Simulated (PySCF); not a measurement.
**[WO3Br]−: forces at shaken geometries**

How stiff is [WO3Br]−? Its atoms are displaced at random by several amounts. It is a constructed species; whether it can be made isn't addressed.

Method: TPSS, W def2-SVP with ECP60, O def2-SVP, Br def2-SVP; scalar-relativistic core potentials, no spin–orbit coupling; program: PySCF 2.14.0.

4 further runs of the same task are left out: 2 for a known fault of the program, 1 that didn't finish, 1 set aside as unsound or not needed.

### 1 The system as given

5 atoms, charge -1, spin multiplicity 1.

Bond lengths: W1–O2 1.760 Å, W1–O3 1.760 Å, W1–O4 1.760 Å, W1–Br5 2.535 Å. Angles: O2–W1–O3 108.6°, O2–W1–O4 108.6°, O2–W1–Br5 110.4°, O3–W1–O4 108.6°, O3–W1–Br5 110.4°, O4–W1–Br5 110.4°.

As a file:

```xyz
5

W     0.28421   -0.28421    0.28421
O     1.31128    0.70950    1.31128
O    -0.70950   -1.31128    1.31128
O     1.31128   -1.31128   -0.70950
Br   -1.17961    1.17961   -1.17961
```

Formal oxidation states: W +6. An earlier session relaxed this geometry at TPSS, W def2-SVP with ECP60, O def2-SVP, Br def2-SVP (singlet, point group C3v).

Its energy there is -2866.698888 Eh.

### 2 Atoms moved at random, σ = 0.03 Å

File run.py (the lines that set the calculation):

```python
mol = gto.M(atom='''
W      0.28289    -0.28587     0.26960
O      1.27858     0.69183     1.31594
O     -0.68094    -1.28576     1.27726
O      1.33101    -1.33321    -0.69218
Br    -1.19389     1.19536    -1.15298''',
    basis={'W': 'def2-SVP', 'O': 'def2-SVP', 'Br': 'def2-SVP'},
    ecp={'W': 'def2-SVP'},
    charge=-1, spin=0)
mf = dft.RKS(mol, xc='TPSS')
mf.grids.atom_grid = (50, 194)
mf = mf.density_fit()  # fitting sets: W def2-universal-JKFIT, O def2-universal-JKFIT, Br def2-universal-JKFIT
mf.conv_tol = 1e-08; mf.max_cycle = 55
mf.kernel(dm0)  # dm0: the density of the relaxed state
```

Started as:

```sh
> OMP_NUM_THREADS=2 python run.py
```

Log:

```text
init E= -2866.71514994543
  HOMO = -0.0591719587399395  LUMO = 0.122784556306631  gap/eV = 4.95129
cycle= 1 E= -2866.6932240785  delta_E= 0.0219  |g|= 0.126  |ddm|= 0.19
  HOMO = -0.0507709485375015  LUMO = 0.111275511393584  gap/eV = 4.40951
cycle= 2 E= -2866.63073238787  delta_E= 0.0625  |g|= 0.561  |ddm|= 0.496
  HOMO = -0.0686005126000472  LUMO = 0.1163968530891  gap/eV = 5.03403
cycle= 3 E= -2866.69619496139  delta_E= -0.0655  |g|= 0.0535  |ddm|= 0.391
  HOMO = -0.0660653979991191  LUMO = 0.115653438133315  gap/eV = 4.94482
cycle= 4 E= -2866.69657701745  delta_E= -0.000382  |g|= 0.0332  |ddm|= 0.0578
  HOMO = -0.0659853095166576  LUMO = 0.116797264597929  gap/eV = 4.97377
cycle= 5 E= -2866.69679008723  delta_E= -0.000213  |g|= 0.00727  |ddm|= 0.0251
  HOMO = -0.0665389997473638  LUMO = 0.116494827831667  gap/eV = 4.98060
cycle= 6 E= -2866.69679614011  delta_E= -6.05e-06  |g|= 0.00545  |ddm|= 0.00876
  HOMO = -0.0664940236241789  LUMO = 0.11643149792221  gap/eV = 4.97766
cycle= 7 E= -2866.69680170326  delta_E= -5.56e-06  |g|= 0.00159  |ddm|= 0.00446
  HOMO = -0.0664235787581411  LUMO = 0.116541585478444  gap/eV = 4.97874
cycle= 8 E= -2866.69680227597  delta_E= -5.73e-07  |g|= 0.00018  |ddm|= 0.00156
  HOMO = -0.0664270043647919  LUMO = 0.116542241188901  gap/eV = 4.97885
cycle= 9 E= -2866.69680228381  delta_E= -7.85e-09  |g|= 3.41e-05  |ddm|= 0.000172
  HOMO = -0.0664243807602298  LUMO = 0.116545328483359  gap/eV = 4.97886
Extra cycle  E= -2866.69680228094  delta_E= 2.88e-09  |g|= 0.000122  |ddm|= 0.00012
converged SCF energy = -2866.69680228094
```

Wall time 5.1 s (2 threads of Arm Neoverse V1, shared host).

Read off: E = -2866.696802 Eh (+0.057 eV from the relaxed state), HOMO -1.81 eV, LUMO 3.17 eV, Mulliken charge on W1 +0.84 e, largest force component 1.554 eV/Å. 

| atom | Fx | Fy | Fz (eV/Å) |
| --- | --- | --- | --- |
| W1 | 0.927 | 0.634 | -1.554 |
| O2 | 0.491 | 0.489 | 0.447 |
| O3 | -1.283 | -1.277 | 1.237 |
| O4 | -0.064 | 0.094 | -0.014 |
| Br5 | -0.071 | 0.059 | -0.116 |

### 3 Atoms moved at random, σ = 0.06 Å

File run.py (the lines that set the calculation):

```python
mol = gto.M(atom='''
W      0.27907    -0.30607     0.23297
O      1.30062     0.76645     1.46540
O     -0.68552    -1.29145     1.27141
O      1.34941    -1.30286    -0.80008
Br    -1.22593     1.11628    -1.15205''',
    basis={'W': 'def2-SVP', 'O': 'def2-SVP', 'Br': 'def2-SVP'},
    ecp={'W': 'def2-SVP'},
    charge=-1, spin=0)
mf = dft.RKS(mol, xc='TPSS')
mf.grids.atom_grid = (50, 194)
mf = mf.density_fit()  # fitting sets: W def2-universal-JKFIT, O def2-universal-JKFIT, Br def2-universal-JKFIT
mf.conv_tol = 1e-08; mf.max_cycle = 55
mf.kernel(dm0)  # dm0: the density of the relaxed state
```

Started as:

```sh
> OMP_NUM_THREADS=2 python run.py
```

Log:

```text
init E= -2866.63535604894
  HOMO = -0.0973358729048939  LUMO = 0.0537559070368738  gap/eV = 4.11142
cycle= 1 E= -2866.62950168287  delta_E= 0.00585  |g|= 0.452  |ddm|= 0.577
  HOMO = 0.046561098609943  LUMO = 0.106460838818834  gap/eV = 1.62995
cycle= 2 E= -2864.70042925425  delta_E= 1.93  |g|= 2.97  |ddm|= 2.32
  HOMO = -0.0353450855218317  LUMO = 0.116063236615597  gap/eV = 4.12003
cycle= 3 E= -2866.59135135198  delta_E= -1.89  |g|= 0.621  |ddm|= 1.97
  HOMO = -0.0383459613067375  LUMO = 0.0911402480139809  gap/eV = 3.52350
cycle= 4 E= -2866.66304179953  delta_E= -0.0717  |g|= 0.271  |ddm|= 0.584
  HOMO = -0.0545750869748742  LUMO = 0.0829096653248103  gap/eV = 3.74115
cycle= 5 E= -2866.676698504  delta_E= -0.0137  |g|= 0.0696  |ddm|= 0.179
  HOMO = -0.0509085155651162  LUMO = 0.0880767198352352  gap/eV = 3.78198
cycle= 6 E= -2866.67763422664  delta_E= -0.000936  |g|= 0.0373  |ddm|= 0.0725
  HOMO = -0.0512935989724185  LUMO = 0.0878971710341303  gap/eV = 3.78757
cycle= 7 E= -2866.67784890373  delta_E= -0.000215  |g|= 0.0214  |ddm|= 0.0305
  HOMO = -0.0522487936862374  LUMO = 0.0879704990468901  gap/eV = 3.81556
cycle= 8 E= -2866.6779464794  delta_E= -9.76e-05  |g|= 0.00366  |ddm|= 0.0188
  HOMO = -0.052482536877415  LUMO = 0.0877545900498181  gap/eV = 3.81605
cycle= 9 E= -2866.67794887334  delta_E= -2.39e-06  |g|= 0.000761  |ddm|= 0.00347
  HOMO = -0.0524446602887528  LUMO = 0.0877623048846814  gap/eV = 3.81523
cycle= 10 E= -2866.67794902375  delta_E= -1.5e-07  |g|= 0.000137  |ddm|= 0.000676
  HOMO = -0.0524412618081229  LUMO = 0.0877628368926396  gap/eV = 3.81515
cycle= 11 E= -2866.67794902803  delta_E= -4.28e-09  |g|= 2.2e-05  |ddm|= 0.000109
  HOMO = -0.0524347929330833  LUMO = 0.0877647174743765  gap/eV = 3.81502
Extra cycle  E= -2866.67794902582  delta_E= 2.21e-09  |g|= 0.000103  |ddm|= 9.25e-05
converged SCF energy = -2866.67794902582
```

Run time: 5.7 s. Hardware: 2 threads of Arm Neoverse V1, shared host.

It gives: E = -2866.677949 Eh (+0.570 eV from the relaxed state), HOMO -1.43 eV, LUMO 2.39 eV, Mulliken charge on W1 +0.83 e, largest force component 4.237 eV/Å. 

| atom | Fx | Fy | Fz (eV/Å) |
| --- | --- | --- | --- |
| W1 | 4.237 | 2.760 | 2.572 |
| O2 | -2.458 | -2.619 | -3.465 |
| O3 | -0.683 | -0.972 | 0.252 |
| O4 | -0.904 | 0.654 | 0.864 |
| Br5 | -0.193 | 0.177 | -0.222 |

### 4 Atoms moved at random, σ = 0.03 Å

File run.py (the lines that set the calculation):

```python
mol = gto.M(atom='''
W      0.29296    -0.26052     0.25536
O      1.33169     0.71380     1.29641
O     -0.70881    -1.30912     1.34079
O      1.27870    -1.31568    -0.73365
Br    -1.17690     1.15387    -1.14127''',
    basis={'W': 'def2-SVP', 'O': 'def2-SVP', 'Br': 'def2-SVP'},
    ecp={'W': 'def2-SVP'},
    charge=-1, spin=0)
mf = dft.RKS(mol, xc='TPSS')
mf.grids.atom_grid = (50, 194)
mf = mf.density_fit()  # fitting sets: W def2-universal-JKFIT, O def2-universal-JKFIT, Br def2-universal-JKFIT
mf.conv_tol = 1e-08; mf.max_cycle = 55
mf.kernel(dm0)  # dm0: the density of the relaxed state
```

Started as:

```sh
> OMP_NUM_THREADS=2 python run.py
```

Log:

```text
init E= -2866.68841145179
  HOMO = -0.0716689124579997  LUMO = 0.0992113164019234  gap/eV = 4.64989
cycle= 1 E= -2866.69240667901  delta_E= -0.004  |g|= 0.116  |ddm|= 0.21
  HOMO = -0.035500129044942  LUMO = 0.112427043858882  gap/eV = 4.02530
cycle= 2 E= -2866.6235597875  delta_E= 0.0688  |g|= 0.584  |ddm|= 0.511
  HOMO = -0.0586231719668856  LUMO = 0.109170125255549  gap/eV = 4.56589
cycle= 3 E= -2866.69496232029  delta_E= -0.0714  |g|= 0.0508  |ddm|= 0.407
  HOMO = -0.0611474890051771  LUMO = 0.105022628882725  gap/eV = 4.52172
cycle= 4 E= -2866.69540149143  delta_E= -0.000439  |g|= 0.034  |ddm|= 0.0662
  HOMO = -0.0622307693427071  LUMO = 0.105187724214776  gap/eV = 4.55569
cycle= 5 E= -2866.69561243577  delta_E= -0.000211  |g|= 0.011  |ddm|= 0.0261
  HOMO = -0.0619717043964015  LUMO = 0.10554774230579  gap/eV = 4.55844
cycle= 6 E= -2866.69563574408  delta_E= -2.33e-05  |g|= 0.00377  |ddm|= 0.00926
  HOMO = -0.0619980861798617  LUMO = 0.105451875857247  gap/eV = 4.55655
cycle= 7 E= -2866.69563748531  delta_E= -1.74e-06  |g|= 0.00257  |ddm|= 0.0036
  HOMO = -0.0620939552363862  LUMO = 0.105450044885429  gap/eV = 4.55910
cycle= 8 E= -2866.69563883789  delta_E= -1.35e-06  |g|= 0.00018  |ddm|= 0.00186
  HOMO = -0.0620920917346672  LUMO = 0.105454228235622  gap/eV = 4.55917
cycle= 9 E= -2866.69563884599  delta_E= -8.09e-09  |g|= 2.33e-05  |ddm|= 0.000183
  HOMO = -0.0620970566322203  LUMO = 0.105451224514384  gap/eV = 4.55922
Extra cycle  E= -2866.69563884519  delta_E= 7.93e-10  |g|= 6.47e-05  |ddm|= 7.42e-05
converged SCF energy = -2866.69563884519
```

Run time: 5.2 s. Hardware: 2 threads of Arm Neoverse V1, shared host.

It gives: E = -2866.695639 Eh (+0.088 eV from the relaxed state), HOMO -1.69 eV, LUMO 2.87 eV, Mulliken charge on W1 +0.84 e, largest force component 2.313 eV/Å. 

| atom | Fx | Fy | Fz (eV/Å) |
| --- | --- | --- | --- |
| W1 | -0.880 | -1.507 | 2.313 |
| O2 | -0.040 | -0.043 | -0.317 |
| O3 | 1.027 | 1.207 | -1.295 |
| O4 | 0.277 | -0.089 | -0.278 |
| Br5 | -0.385 | 0.432 | -0.423 |

### 5 The displacements side by side

| σ (Å) | energy rise (eV) | harmonic estimate −½ F·u (eV) | largest force component (eV/Å) |
| --- | --- | --- | --- |
| 0.03 | 0.057 | 0.059 | 1.55 |
| 0.06 | 0.570 | 0.516 | 4.24 |
| 0.03 | 0.088 | 0.086 | 2.31 |

Every displacement raises the energy. For a harmonic well the rise equals −½ F·u; the two differ by at most 9 % here (a move with σ = 0.06 Å), from anharmonicity, the grid and the small forces left at the relaxed point. These are double-zeta-type bases without diffuse functions. Spin–orbit coupling is left out.
